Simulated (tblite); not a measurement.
# H6O11Ti4: the cost of one run

Computed with tblite 0.8.0 and PySCF 2.14.0 and routines of our own; the level stands in each step. Atoms count from 0.

### 1 The system as given

21 atoms, charge 0, multiplicity 1; geometry from: force field, distance geometry or constructed start.

### 2 Relaxing the molecule with GFN2-xTB

The job: settings as JSON, then the geometry in Å.

```
{"job": {"kind": "relax", "xc": "GFN2-xTB", "basis": "xTB"}, "charge": 0, "multiplicity": 1}
Ti    -1.401100    -1.162600     1.239000
Ti     0.887800     1.138800    -3.204800
Ti     0.896200     1.133900     2.721100
Ti     0.890300     1.140600    -0.245100
O     -0.511100    -0.266100     2.723500
O     -0.513400    -0.265400    -0.241500
O     -0.004700    -2.560200     1.237300
O     -2.298400    -2.053900    -0.237400
O     -0.507400    -0.267000    -3.198300
O     -0.007600     2.031300    -1.716800
O      1.784800     0.239200    -1.720500
O      1.784400     0.238400    -4.677400
O     -0.008200     2.032800     4.204600
O     -0.002600     2.031500     1.237900
O      1.784700     0.245500     1.240800
H      2.028500     0.702900    -5.500400
H     -3.179100    -2.480800    -0.145600
H     -0.136500    -3.444700     1.651900
H      0.483300     2.473800     4.928700
H     -1.173300    -0.346900    -3.909300
H     -0.802100    -0.550800     3.611900
```

The run is started by

```
> OMP_NUM_THREADS=1 python large_run.py task.json out
```

This one command runs all jobs of the session in turn.

**Question.** How long does this first job take on 1 thread of Intel Xeon Platinum 8259CL at 2.50GHz, shared host, and how much memory does it need?

About 5.3 s, with a peak of 0.16 GiB.
